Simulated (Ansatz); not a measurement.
**C₈H₂₀Si: one species, many methods**

The task here is to estimate one member of a computed series from the others.

The runs use Ansatz 0.2.0, Gaussian basis; functionals in def2-TZVPP, the program's frozen cores in correlated methods.

Levels to be run: LDA (SPW92), PBE-D4, revPBE-D4, BLYP-D4, r2SCAN-D4, B97M-V, PBE0-D4, B3LYP-D4, r2SCANh-D4, r2SCAN0-D4, HSE06-D4, BHLYP-D4, CAM-B3LYP-D4, LC-ωPBE, ωB97X-V, ωB97M-V, B2PLYP, PBE-QIDH; CCSD(T)/def2-SVP; CCSD(T)/def2-TZVPP; MP2/def2-QZVPP; extrapolation to the limit; RPA on PBE.

**The geometry**

An earlier PBE0-D4 in a triple-zeta def2 set relaxation fixed the geometry.

SMILES `CC(C)C[SiH2]CC(C)C`, 29 atoms, charge 0, spin multiplicity 1.

Atoms are counted from 1 here; the program's logs count them from 0.

Bond lengths: C1–C2 1.522 Å, C1–H10 1.095 Å, C1–H11 1.093 Å, C1–H12 1.093 Å, C2–C3 1.522 Å, C2–C4 1.531 Å, C2–H13 1.098 Å, C3–H14 1.093 Å, C3–H15 1.095 Å, C3–H16 1.094 Å, C4–Si5 1.881 Å, C4–H17 1.098 Å, C4–H18 1.098 Å, Si5–C6 1.881 Å, Si5–H19 1.491 Å, Si5–H20 1.493 Å, C6–C7 1.531 Å, C6–H21 1.098 Å and more. Angles: C2–C1–H10 110.6°, C2–C1–H11 111.1°, C2–C1–H12 112.0°, H10–C1–H11 107.7°, H10–C1–H12 107.5°, H11–C1–H12 107.8°, C1–C2–C3 110.6°, C1–C2–C4 111.7°, C1–C2–H13 107.8°, C3–C2–C4 110.8°, C3–C2–H13 107.8°, C4–C2–H13 107.8°, C2–C3–H14 111.3°, C2–C3–H15 110.6°, C2–C3–H16 111.4°, H14–C3–H15 107.7°, H14–C3–H16 108.0°, H15–C3–H16 107.7° and more.

The first run:

in.yaml reads:

```yaml
crystal:
  periodic: [false, false, false]
  atoms:
    - {symbol: C, position_ang: [-0.147732, 2.092027, -2.534091]}
    - {symbol: C, position_ang: [-1.252224, 1.176128, -2.025924]}
    - {symbol: C, position_ang: [-1.833019, 0.353233, -3.167565]}
    - {symbol: C, position_ang: [-0.760764, 0.268449, -0.895557]}
    - {symbol: Si, position_ang: [-0.180788, 1.128031, 0.674049]}
    - {symbol: C, position_ang: [-0.026463, -0.107202, 2.084856]}
    - {symbol: C, position_ang: [0.774359, -1.378079, 1.787394]}
    - {symbol: C, position_ang: [0.711227, -2.344082, 2.962556]}
    - {symbol: C, position_ang: [2.220200, -1.064878, 1.429444]}
    - {symbol: H, position_ang: [0.693821, 1.504692, -2.916235]}
    - {symbol: H, position_ang: [-0.507322, 2.726604, -3.347998]}
    - {symbol: H, position_ang: [0.236889, 2.744788, -1.746785]}
    - {symbol: H, position_ang: [-2.055115, 1.808353, -1.624597]}
    - {symbol: H, position_ang: [-2.648959, -0.286683, -2.821561]}
    - {symbol: H, position_ang: [-1.065331, -0.293584, -3.604789]}
    - {symbol: H, position_ang: [-2.221280, 0.994403, -3.963811]}
    - {symbol: H, position_ang: [-1.566130, -0.417111, -0.601763]}
    - {symbol: H, position_ang: [0.051224, -0.370535, -1.267531]}
    - {symbol: H, position_ang: [1.113563, 1.833539, 0.449227]}
    - {symbol: H, position_ang: [-1.179526, 2.170469, 1.056131]}
    - {symbol: H, position_ang: [0.409904, 0.407271, 2.950831]}
    - {symbol: H, position_ang: [-1.046019, -0.379982, 2.384329]}
    - {symbol: H, position_ang: [0.313949, -1.874966, 0.923382]}
    - {symbol: H, position_ang: [-0.321754, -2.602424, 3.209304]}
    - {symbol: H, position_ang: [1.249054, -3.271327, 2.746218]}
    - {symbol: H, position_ang: [1.163601, -1.895692, 3.852930]}
    - {symbol: H, position_ang: [2.716979, -0.544488, 2.254612]}
    - {symbol: H, position_ang: [2.295844, -0.424671, 0.546751]}
    - {symbol: H, position_ang: [2.781917, -1.980183, 1.226693]}
basis:
  gaussian: {orbitals: def2-TZVPP}
hamiltonian: {xc: lda}
output: {orbitals: {seedname: orbitals}}
```

Started as:

```bash
> ansatz run in.yaml --threads 4 --pin off --events-out ev --progress --plain --max-ram 41984MiB --backend cuda --devices 0, --max-vram 37GiB
```

Steps of the session up to this table: LDA; PBE-D4 (GGA); revPBE-D4 (GGA); BLYP-D4 (GGA); r2SCAN-D4 (meta-GGA); B97M-V (meta-GGA); PBE0-D4 (hybrid); B3LYP-D4 (hybrid); r2SCANh-D4 (hybrid); r2SCAN0-D4 (hybrid); HSE06-D4 (hybrid); BHLYP-D4 (hybrid); CAM-B3LYP-D4 (range-separated); LC-ωPBE (range-separated); ωB97X-V (range-separated); ωB97M-V (range-separated); B2PLYP (double hybrid); PBE-QIDH (double hybrid).

One table of the session follows, with a row left open; its other results are not shown here.

It belongs to the step «Orbital energies across the functionals». 

| functional | HOMO (eV) | LUMO (eV) | gap (eV) |
| --- | --- | --- | --- |
| LDA (SPW92) | -6.87 | -0.21 | 6.66 |
| PBE-D4 | -6.75 | 0.03 | 6.78 |
| revPBE-D4 | -6.69 | 0.17 | 6.86 |
| BLYP-D4 | -6.63 | 0.09 | 6.73 |
| r2SCAN-D4 | -7.00 | 0.59 | 7.59 |
| B97M-V | -7.15 | 0.11 | 7.26 |
| PBE0-D4 | -8.00 | 0.83 | 8.83 |
| B3LYP-D4 | -7.80 | 0.55 | 8.35 |
| r2SCANh-D4 | ? | ? | ? |
| r2SCAN0-D4 | -8.16 | 1.19 | 9.35 |
| HSE06-D4 | -7.60 | 0.46 | 8.06 |
| BHLYP-D4 | -9.18 | 1.49 | 10.68 |
| CAM-B3LYP-D4 | -9.36 | 1.64 | 11.01 |
| LC-ωPBE | -10.68 | 2.90 | 13.58 |
| ωB97X-V | -10.35 | 2.66 | 13.01 |
| ωB97M-V | -10.22 | 2.27 | 12.49 |

Estimate the missing values for r2SCANh-D4.

Worked estimate for «HOMO (eV)». Against the share of exact exchange, r2SCAN-D4 (0, -7.00), r2SCAN0-D4 (0.25, -8.16) give a slope of -4.64 per unit share; at 0.1 the line stands at -7.46.

The run gave: HOMO (eV): -7.46; LUMO (eV): 0.84; gap (eV): 8.30. In «HOMO (eV)» the line misses by 0.00.
